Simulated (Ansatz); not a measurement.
**SbH₃O (SMILES [OH][SbH2]): functionals against CCSD(T) at one geometry**

An exercise on one series of results from a longer session: the logs are not shown, and one member is left open.

Computed with Ansatz 0.2.0, Gaussian basis. Level: single points in def2-TZVPP.

Cores are frozen in the correlated methods. Filled d shells of the heavier atoms are correlated. Core potentials replace the inner electrons past krypton, and spin-orbit coupling is left out.

## Starting geometry

5 atoms, charge 0, spin multiplicity 1.

Atoms are counted from 1 here; the program's logs count them from 0.

Bond lengths: O1–Sb2 1.963 Å, O1–H3 0.927 Å, Sb2–H4 1.705 Å, Sb2–H5 1.680 Å. Angles: Sb2–O1–H3 113.1°, O1–Sb2–H4 93.6°, O1–Sb2–H5 88.6°, H4–Sb2–H5 88.4°.

Coordinates:

```xyz
5
H3OSb
O     0.59030   -0.63830    0.77100
Sb    0.03250    0.21980   -0.90390
H     0.71040   -1.55390    0.68820
H    -1.60350    0.31900   -0.43280
H     0.28530    1.71210   -0.17380
```

The first run:

File run/in.yaml:

```yaml
crystal:
  periodic: [false, false, false]
  atoms:
    - {symbol: O, position_ang: [0.590300, -0.638300, 0.771000]}
    - {symbol: Sb, position_ang: [0.032500, 0.219800, -0.903900]}
    - {symbol: H, position_ang: [0.710400, -1.553900, 0.688200]}
    - {symbol: H, position_ang: [-1.603500, 0.319000, -0.432800]}
    - {symbol: H, position_ang: [0.285300, 1.712100, -0.173800]}
basis:
  gaussian: {orbitals: def2-TZVPP}
correlation: {method: ccsd_t}
output: {forces: true}
```

The command line of these runs was not kept.

Among the steps run: CCSD(T)/def2-TZVPP; PBE0-D4/def2-TZVPP; wB97M-V/def2-TZVPP; r2SCAN-D4/def2-TZVPP; PBE-D4/def2-TZVPP; BHLYP-D4/def2-TZVPP; BLYP-D4/def2-TZVPP.

One of the session's tables, all rows but one given; the rest of the session is left out.

```
   method  RMS force component (eV/Å)  angle to CCSD(T) forces (°)  dipole (D)
  CCSD(T)                       0.667                    reference        1.83
  PBE0-D4                       0.643                          8.4        1.81
  wB97M-V                       0.645                          2.9        1.90
r2SCAN-D4                       0.693                         10.7        1.76
   PBE-D4                       0.878                         20.5        1.73
 BHLYP-D4                       0.467                         14.2        2.01
  BLYP-D4                           ?                            ?           ?
```

**Question.** Estimate the row for BLYP-D4.

As computed: RMS force component (eV/Å): 0.908; angle to CCSD(T) forces (°): 26.2; dipole (D): 1.86. In the column «RMS force component (eV/Å)» it is the highest.
